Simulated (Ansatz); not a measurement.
# C2H5ClF2Si: the cost of one run

Method: RHF/def2-SVP, in Ansatz 0.2.0.

### Step 1. The starting structure

Bond lengths: C1–C2 1.561 Å, C2–F3 1.351 Å, C2–Si4 1.795 Å, Si4–F5 1.632 Å, Si4–Cl6 2.063 Å, C1–H7 1.073 Å, C1–H8 1.064 Å, C1–H9 1.081 Å, C2–H10 1.096 Å, Si4–H11 1.564 Å. Angles (14 of 18 angles, heavy atoms first): C1–C2–F3 105.9°, C1–C2–Si4 118.7°, F3–C2–Si4 108.3°, C2–Si4–F5 111.0°, C2–Si4–Cl6 113.7°, F5–Si4–Cl6 108.2°, C1–C2–H10 108.9°, F3–C2–H10 106.1°, Si4–C2–H10 108.3°, C2–C1–H7 108.9°, C2–C1–H8 110.0°, C2–C1–H9 106.3°, C2–Si4–H11 112.9°, F5–Si4–H11 105.6°.

Structure file:

```xyz
11

C     0.8600   -1.1852   -0.4487
C     0.5358    0.1382    0.3126
F     0.7180   -0.1339    1.6237
Si   -1.0893    0.8732    0.1098
F    -1.4391    1.0908   -1.4690
Cl   -1.3051    2.6847    1.0739
H     0.1618   -1.9412   -0.1432
H     1.8689   -1.4719   -0.2674
H     0.7044   -0.9783   -1.4980
H     1.2881    0.8908    0.0508
H    -2.2380   -0.0242    0.6762
```

### Step 2. Relaxing end A

File input.yaml:

```yaml
crystal:
  periodic: [false, false, false]
  atoms:
    - { symbol: C, position_ang: [0.86, -1.1852, -0.4487] }
    - { symbol: C, position_ang: [0.5358, 0.1382, 0.3126] }
    - { symbol: F, position_ang: [0.718, -0.1339, 1.6237] }
    - { symbol: Si, position_ang: [-1.0893, 0.8732, 0.1098] }
    - { symbol: F, position_ang: [-1.4391, 1.0908, -1.469] }
    - { symbol: Cl, position_ang: [-1.3051, 2.6847, 1.0739] }
    - { symbol: H, position_ang: [0.1618, -1.9412, -0.1432] }
    - { symbol: H, position_ang: [1.8689, -1.4719, -0.2674] }
    - { symbol: H, position_ang: [0.7044, -0.9783, -1.498] }
    - { symbol: H, position_ang: [1.2881, 0.8908, 0.0508] }
    - { symbol: H, position_ang: [-2.238, -0.0242, 0.6762] }
basis:
  gaussian: { orbitals: def2-SVP }
hamiltonian:
  xc: hf
relax:
  f_tol: 0.015
  max_steps: 40
```

On the command line:

```
$ ansatz run input.yaml --threads 2 --pin off --max-ram 3072MiB --backend cpu --events-out ev --progress --plain --runs-dir out
```

Q: Estimate wall time and peak memory on 2 threads of Arm Neoverse V2, shared host.

About 9.9 s, with a peak of 0.26 GiB.
